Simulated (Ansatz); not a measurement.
# CH7BOSi2: ladder of methods at one geometry, by script

How do the methods compare on CH7BOSi2, in result and in cost? Aim: a ladder of methods at one geometry, for CH7BOSi2, run from a script. SMILES: OB[SiH]1C[SiH2]1.

Program: Ansatz 0.2.0 through its Python package. The levels of theory stand in the script. These are calculated values, not measurements.

## Step 1: Starting point

Bond lengths: O1–B2 1.400 Å, B2–Si3 1.937 Å, Si3–C4 1.827 Å, Si3–Si5 2.261 Å, C4–Si5 1.910 Å, O1–H6 1.051 Å, B2–H7 1.206 Å, Si3–H8 1.499 Å, C4–H9 1.128 Å, C4–H10 1.050 Å, Si5–H11 1.447 Å, Si5–H12 1.467 Å. Angles (14 of 22 angles, heavy atoms first): O1–B2–Si3 118.9°, B2–Si3–C4 117.2°, B2–Si3–Si5 111.5°, C4–Si3–Si5 54.5°, Si3–C4–Si5 74.4°, Si3–Si5–C4 51.1°, O1–B2–H7 121.2°, Si3–B2–H7 119.9°, B2–O1–H6 105.9°, B2–Si3–H8 122.1°, C4–Si3–H8 119.2°, Si5–Si3–H8 110.6°, Si3–C4–H9 111.1°, Si3–C4–H10 116.3°.

The script reads ch7bosi2.xyz:

```xyz
12

O    -1.15200    1.15400    1.75260
B     0.21480    0.85500    1.69660
Si    0.83620   -0.45050    0.40730
C     0.68530   -0.01610   -1.36110
Si   -0.82920   -1.11170   -0.97090
H    -1.29580    1.96840    1.10390
H     1.00070    1.38100    2.44500
H     1.68850   -1.61870    0.80250
H     0.34870    1.05300   -1.48870
H     1.35030   -0.49580   -2.01680
H    -0.71050   -2.44500   -1.52110
H    -2.06010   -0.32870   -0.81520
```

## Step 2: The script

Contents of methods_ch7bosi2.py:

```python
"""CH7BOSi2 at several levels of theory."""

from pathlib import Path

import ansatz as az
import numpy as np

BASIS_SET = "def2-SVP"

mol = az.Crystal.molecule_from_extxyz("ch7bosi2.xyz")

calculation = mol.calculation().basis(gaussian=BASIS_SET)

print("functional    E (Ha)        dipole (D)   HOMO (eV)  LUMO (eV)")
for name in ["blyp", "r2scan", "lda", "cam_b3lyp"]:
    summary = calculation.functional(name).forces().orbitals().run(runs_dir="runs").report
    lines = Path(summary["orbitals_path"]).read_text().splitlines()
    field_of = lambda key: [line.split("=")[1].strip() for line in lines if line.startswith(key)]
    orbitals = [(27.211386 * float(e), s, float(n)) for e, s, n in zip(field_of("Ene="), field_of("Spin="), field_of("Occup="))]
    homo = max(e for e, _, n in orbitals if n > 0.5)
    lumo = min(e for e, _, n in orbitals if n < 0.5)
    dipole = 4.803205 * np.linalg.norm(summary["charge_distribution"]["dipole_moment_e_ang"])
    print(f"{name:10s} {summary['free_energy_ev'] / 27.211386246:14.6f} {dipole:9.3f} {homo:11.3f} {lumo:10.3f}")
```

## Step 3: The input behind the calls

The engine receives this input (first run):

```yaml
crystal:
  periodic: [false, false, false]
  atoms:
    - { symbol: O, position_ang: [-1.152, 1.154, 1.7526] }
    - { symbol: B, position_ang: [0.2148, 0.855, 1.6966] }
    - { symbol: Si, position_ang: [0.8362, -0.4505, 0.4073] }
    - { symbol: C, position_ang: [0.6853, -0.0161, -1.3611] }
    - { symbol: Si, position_ang: [-0.8292, -1.1117, -0.9709] }
    - { symbol: H, position_ang: [-1.2958, 1.9684, 1.1039] }
    - { symbol: H, position_ang: [1.0007, 1.381, 2.445] }
    - { symbol: H, position_ang: [1.6885, -1.6187, 0.8025] }
    - { symbol: H, position_ang: [0.3487, 1.053, -1.4887] }
    - { symbol: H, position_ang: [1.3503, -0.4958, -2.0168] }
    - { symbol: H, position_ang: [-0.7105, -2.445, -1.5211] }
    - { symbol: H, position_ang: [-2.0601, -0.3287, -0.8152] }
basis:
  gaussian:
    orbitals: def2-SVP
hamiltonian:
  xc: blyp
output:
  orbitals: {}
  forces: true
```

## Step 4: Launch

On the command line:

```console
$ python methods_ch7bosi2.py
```

The program printed:

```text
functional    E (Ha)        dipole (D)   HOMO (eV)  LUMO (eV)
blyp          -720.953450     1.977      -4.732     -2.515
r2scan        -720.895259     2.064      -5.153     -2.502
lda           -717.483514     2.075      -5.054     -2.957
cam_b3lyp     -720.959523     1.975      -6.980     -0.645
```

It took 37 s on 1 thread of AMD EPYC 7R43 (Zen 3), shared host; peak memory 0.37 GiB.

## Step 5: What changed from run to run

The engine's inputs for the other runs:

Run 2, against run 1:

```diff
@@ -20 +20 @@
-  xc: blyp
+  xc: r2scan
```

Run 3, against run 1:

```diff
@@ -20 +20 @@
-  xc: blyp
+  xc: lda
```

Run 4, against run 1:

```diff
@@ -20 +20 @@
-  xc: blyp
+  xc: cam_b3lyp
```

Lines on the test bed's own set-up are left out of the output.

## Step 6: The runs side by side

One row for each of the 4 runs:

| run | functional | energy (eV) | SCF cycles | CPU time (s) |
| --- | --- | --- | --- | --- |
| 1 | blyp | -19618.1428 | 20 | 7.1 |
| 2 | r2scan | -19616.5593 | 19 | 11 |
| 3 | lda | -19523.7210 | 20 | 4.1 |
| 4 | cam_b3lyp | -19618.3080 | 19 | 14 |

Totals under unlike functionals or potentials can't be compared directly.

The fields below are those of run 1.

## Step 7: Pictures from the orbitals

Orbitals, density, ELF and potential are computed afterwards from the orbital file.

Frontier orbitals at BLYP/def2-SVP, with the share of their density that lies nearest to each atom:

| orbital | energy (eV) | lies on |
| --- | --- | --- |
| HOMO | -4.73 | Si5 35 %; Si3 26 %; C4 8 % |
| LUMO | -2.52 | B2 52 %; H7 11 %; O1 7 % |

ELF in a plane through or near 5 of the atoms.

Ten even steps from ' ' (0.00) to '@' (1.00):
```
                                                        
                                                        
                      ..::::..                          
                    --**####==..                        
                  ..**@@@@@@%%--..      ..::::          
                  ..**@@@@@@@@==::    ..**%%%%==        
                    --####==::==++----##@@@@@@@@--      
                    ..--..++++::%%##++%%@@@@@@@@--      
                    ::--..**##--@@##::--@@@@@@**..      
        ::++++++--::==####--::##%%==--::--::..          
      ..++%%%%%%==..::::**##==----==##%%##==::          
      ..++%%@@%%::++**--..==..  ..##**==%%%%**--        
        ::++####--..----++**..  ::##%%--%%%%**::        
        ..::----==++%%@@@@@@==  ..++####**==--          
              ..--##@@@@@@@@%%      ......              
                ::++@@@@@@@@%%                          
                  ::**%%@@%%==                          
                    ..::::                              
                                                        
                                                        
```
The map spans 10.6 Å across and 9.5 Å up, centred on the molecule. Atoms in the plane (x, y in Å): O1 (2.2, -0.9), B2 (1.9, 0.4), Si3 (0.0, 1.0), Si5 (-1.4, -0.8), H12 (-0.7, -2.1).

log10 of the density (e/Å³) in the same plane.

Values, 10 rows by 14 columns:
```
-4.0 -4.0 -4.0 -4.0 -4.0 -4.0 -4.0 -4.0 -4.0 -4.0 -4.0 -4.0 -4.0 -4.0
-4.0 -4.0 -4.0 -4.0 -3.6 -2.8 -2.4 -2.5 -2.9 -3.7 -4.0 -4.0 -4.0 -4.0
-4.0 -4.0 -4.0 -3.9 -2.5 -1.6 -0.9 -1.1 -1.8 -2.3 -2.3 -2.5 -3.2 -4.0
-4.0 -4.0 -3.7 -3.0 -2.1 -1.1 -0.3 -0.3 -0.7 -0.9 -0.7 -1.1 -2.3 -3.5
-4.0 -3.8 -2.6 -2.0 -1.4 -0.8 -0.2  1.0 -0.1  0.0 -0.2 -0.9 -2.3 -3.4
-4.0 -3.1 -1.8 -0.9 -0.4  0.3 -0.3 -0.7 -0.6  0.2  0.0 -1.1 -2.6 -3.8
-4.0 -3.2 -2.0 -1.1 -0.5  0.6 -0.3 -1.2 -1.0  0.5  0.5 -0.9 -2.7 -4.0
-4.0 -4.0 -2.8 -2.1 -1.3 -0.5  0.0 -1.3 -2.0 -1.4 -1.5 -2.2 -3.8 -4.0
-4.0 -4.0 -4.0 -3.2 -2.5 -2.0 -1.8 -2.3 -3.2 -3.6 -3.8 -4.0 -4.0 -4.0
-4.0 -4.0 -4.0 -4.0 -4.0 -3.6 -3.5 -3.9 -4.0 -4.0 -4.0 -4.0 -4.0 -4.0
```
The map spans 10.6 Å across and 9.5 Å up, centred on the molecule. Atoms in the plane (x, y in Å): O1 (2.2, -0.9), B2 (1.9, 0.4), Si3 (0.0, 1.0), Si5 (-1.4, -0.8), H12 (-0.7, -2.1).

On the surface of density 0.002 e/bohr³ the electrostatic potential runs, from the 1st to the 99th percentile, from -1.10 V near O1 to 2.56 V near H6.

## Step 8: Summary of results

| quantity | value |
| --- | --- |
| runs compared | 4 |
| HOMO-LUMO gap of the mean field (BLYP/def2-SVP) | 2.22 eV |

**Reading.** All 4 runs converged, in 19 to 20 cycles. Reading the output:
- The geometry is a force-field or estimated start, not a minimum of this method, and the basis set is short of its limit. A lower total doesn't mark the better method: functionals have no common bound, and MP2 and coupled cluster aren't variational.
- Levels such as HOMO and LUMO are orbital energies: with these approximate functionals they aren't the ionisation energy and electron affinity, and their gap isn't the fundamental gap.
